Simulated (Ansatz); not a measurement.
# YAlCu (P-62m): equation of state with a fit, by script

The task is an equation of state with a fit, for YAlCu (P-62m).

Computed with Ansatz 0.2.0 through its Python package. Level of theory: DFT LDA, plane waves, PAW.

## (1) The system

The structure is hexagonal, space group P-62m (No. 189). The conventional cell has a = 7.020 Å, b = 7.020 Å, c = 4.004 Å, α = 90.00°, β = 90.00°, γ = 120.00°. Y (site symmetry m2m) is surrounded by 5 Cu at 2.91 Å and 6 Al at 3.19 to 3.22 Å. Al (site symmetry m2m) has 4 Cu at 2.58 to 2.76 Å and 2 Al at 2.83 Å in its first shell of neighbours. Around Cu (site symmetry -6) lie 3 Al at 2.76 Å and 6 Y at 2.91 Å. Cu (site symmetry -62m) has 6 Al at 2.58 Å and 3 Y at 2.91 Å in its first shell of neighbours.

No structure file is read: the coordinates are typed or built in the script.

## (2) Script

Input file eos.py:

```python
"""Energy against volume for YAlCu, with a fit."""

import warnings

import ansatz as az
import numpy as np
from scipy.optimize import curve_fit

VECTORS = np.array([
    [7.019733, 0.0, 0.0],
    [-3.509867, 6.079267, 0.0],
    [0.0, 0.0, 4.004481],
])
SITES = [
    ("Y", [0.0, 0.414186, 0.5]),
    ("Y", [0.585814, 0.585814, 0.5]),
    ("Y", [0.414186, 0.0, 0.5]),
    ("Al", [0.0, 0.767369, 0.0]),
    ("Al", [0.232631, 0.232631, 0.0]),
    ("Al", [0.767369, 0.0, 0.0]),
    ("Cu", [1 / 3, 2 / 3, 0.0]),
    ("Cu", [2 / 3, 1 / 3, 0.0]),
    ("Cu", [0.0, 0.0, 0.5]),
]


def make_crystal(cell):
    crystal = az.Crystal(lattice=az.Lattice.of(cell))
    for symbol, position in SITES:
        crystal = crystal.atom(symbol, position)
    return crystal

def vinet(v, e0, v0, b0, b1):
    eta = (v / v0) ** (1 / 3)
    return e0 + 2 * b0 * v0 / (b1 - 1) ** 2 * (2 - (5 + 3 * b1 * (eta - 1) - 3 * eta) * np.exp(-1.5 * (b1 - 1) * (eta - 1)))

warnings.simplefilter("ignore", az.DeckWarning)

# uniform scaling of the cell
volumes, energies = [], []
for scale in np.linspace(0.92, 1.08, 7):
    cell = VECTORS * scale ** (1 / 3)
    calculation = (
        make_crystal(cell).calculation()
        .basis(510)
        .occupations(az.OccupationsMethod.FERMI_DIRAC, width=0.05)
        .scf(tolerance=1e-09)
        .pseudopotentials("paw")
        .functional("lda")
        .kpoints(5, 5, 7)  # the mesh must be finer for metals
    )
    report = calculation.run(threads=1, backend="cpu").report
    volumes.append(abs(np.linalg.det(cell)) / len(SITES))
    energies.append(report["free_energy_ev"] / len(SITES))
    print(f"V = {volumes[-1]:8.4f} A^3/atom  F = {energies[-1]:.5f} eV/atom")

guess = (min(energies), volumes[int(np.argmin(energies))], 0.5, 4.5)
(e0, v0, b0, b1), _ = curve_fit(vinet, np.array(volumes), np.array(energies), p0=guess, maxfev=20000)
print(f"Vinet fit: V0 = {v0:.4f} A^3/atom, B0 = {160.21766 * b0:.1f} GPa, B1 = {b1:.2f}")
print("largest residual", round(1000 * float(np.abs(vinet(np.array(volumes), e0, v0, b0, b1) - energies).max()), 3), "meV/atom")
```

## (3) The run

On the command line:

```console
python eos.py
```

**Question.** Where does the minimum lie against the volume typed, and how stiff is the crystal?

The runs gave:

| quantity | value |
| --- | --- |
| runs compared | 7 |
| range of energy | 88.42 meV/atom |
| lowest point, volume (Å³/atom) | 17.975 |
| equilibrium volume (fit) | 17.95 Å³/atom |
| bulk modulus (fit) | 98 GPa |

In words: A third-order Birch-Murnaghan fit through the 7 points has its minimum at 17.95 Å³ an atom, 5.5 % below the typed cell, with a bulk modulus of 98 GPa and dB/dP = 4.2. From that minimum the energy rises by 4.1 meV an atom on the compressed side and 88.4 meV on the expanded side. The window is off centre, so dB/dP is rough. Caveats:
- Shape and fractional positions are held along the curve, so the bulk modulus is an upper value where they are free to relax.
- The mesh is modest for a metal, so energies can be off by several to tens of meV an atom and pressures by half a GPa or more; differences at equal mesh fare better.
- This cell is a computed structure, which may not be the phase found in nature.
